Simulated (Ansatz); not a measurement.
# C3H8BNO: up Jacob's ladder to CCSD(T)

The task here is to estimate one member of a computed series from the others.

The runs use Ansatz 0.2.0, Gaussian basis; functionals in def2-TZVPP, the program's frozen cores in correlated methods.

Levels to be run: PBE-D4, r2SCAN-D4, PBE0-D4, B3LYP-D4, ωB97X-V, ωB97M-V, B2PLYP; CCSD(T)/def2-TZVPP; MP2/def2-QZVPP; extrapolation to the limit.

### Structure used throughout

An earlier PBE0-D4 in a triple-zeta def2 set relaxation fixed the geometry.

14 atoms, charge 0, spin multiplicity 1.

Atoms are counted from 1 here; the program's logs count them from 0.

Bond lengths: C1–O2 1.400 Å, C1–H7 1.099 Å, C1–H8 1.090 Å, C1–H9 1.099 Å, O2–C3 1.405 Å, C3–B4 1.552 Å, C3–H10 1.108 Å, C3–H11 1.108 Å, B4–C5 1.566 Å, B4–H12 1.195 Å, C5–N6 1.278 Å, C5–H13 1.098 Å, N6–H14 1.024 Å. Angles: O2–C1–H7 111.5°, O2–C1–H8 107.8°, O2–C1–H9 111.5°, H7–C1–H8 108.9°, H7–C1–H9 108.2°, H8–C1–H9 108.9°, C1–O2–C3 112.8°, O2–C3–B4 114.2°, O2–C3–H10 111.1°, O2–C3–H11 111.1°, B4–C3–H10 108.1°, B4–C3–H11 108.2°, H10–C3–H11 103.7°, C3–B4–C5 122.9°, C3–B4–H12 118.4°, C5–B4–H12 118.7°, B4–C5–N6 118.8°, B4–C5–H13 119.8° and more.

The first run:

Contents of in.yaml:

```yaml
crystal:
  periodic: [false, false, false]
  atoms:
    - {symbol: C, position_ang: [-0.028481, -2.399661, 0.239825]}
    - {symbol: O, position_ang: [-0.263969, -1.019936, 0.269357]}
    - {symbol: C, position_ang: [0.700866, -0.287695, -0.442976]}
    - {symbol: B, position_ang: [0.470024, 1.247253, -0.431768]}
    - {symbol: C, position_ang: [-0.732015, 1.921324, 0.312815]}
    - {symbol: N, position_ang: [-0.838667, 3.193996, 0.281877]}
    - {symbol: H, position_ang: [-0.043172, -2.788414, -0.788354]}
    - {symbol: H, position_ang: [-0.819337, -2.884786, 0.812860]}
    - {symbol: H, position_ang: [0.942975, -2.651776, 0.688371]}
    - {symbol: H, position_ang: [1.719029, -0.485582, -0.052748]}
    - {symbol: H, position_ang: [0.754720, -0.621171, -1.498329]}
    - {symbol: H, position_ang: [1.245862, 1.943078, -1.016572]}
    - {symbol: H, position_ang: [-1.459761, 1.297907, 0.848659]}
    - {symbol: H, position_ang: [-1.661072, 3.506362, 0.805984]}
basis:
  gaussian: {orbitals: def2-TZVPP}
hamiltonian: {xc: pbe, dispersion: d4}
output: {forces: true, orbitals: {seedname: orbitals}}
```

Command:

```sh
ansatz run in.yaml --threads 4 --pin off --events-out ev --progress --plain --max-ram 10444MiB
```

Steps of the session up to this table: PBE-D4 (GGA); r2SCAN-D4 (meta-GGA); PBE0-D4 (hybrid); B3LYP-D4 (hybrid); ωB97X-V (range-separated); ωB97M-V (range-separated); B2PLYP (double hybrid); CCSD(T) in def2-TZVPP; MP2 in def2-QZVPP.

One table of the session follows, with a row left open; its other results are not shown here.

It belongs to the step «Atomisation energies». 

```
            method  atomisation energy (kcal/mol)
            PBE-D4                         1332.9
         r2SCAN-D4                         1298.9
           PBE0-D4                         1304.4
          B3LYP-D4                         1301.9
           ωB97X-V                         1299.7
           ωB97M-V                         1302.2
            B2PLYP                         1286.5
     HF/def2-TZVPP                              ?
    MP2/def2-TZVPP                         1281.4
   CCSD/def2-TZVPP                         1240.1
CCSD(T)/def2-TZVPP                         1260.2
           MP2/CBS                         1314.0
       CCSD(T)/CBS                         1292.8
```

**Question.** Estimate the row for HF/def2-TZVPP.

**Answer.** atomisation energy (kcal/mol): 931.8. In the column «atomisation energy (kcal/mol)» it is the lowest.

Limits of these values: Free atoms (3 C, 1 O, 1 B, 1 N, 8 H) were run apart at each level; the atomisation energy is their sum less the molecule, without zero-point or spin-orbit terms.
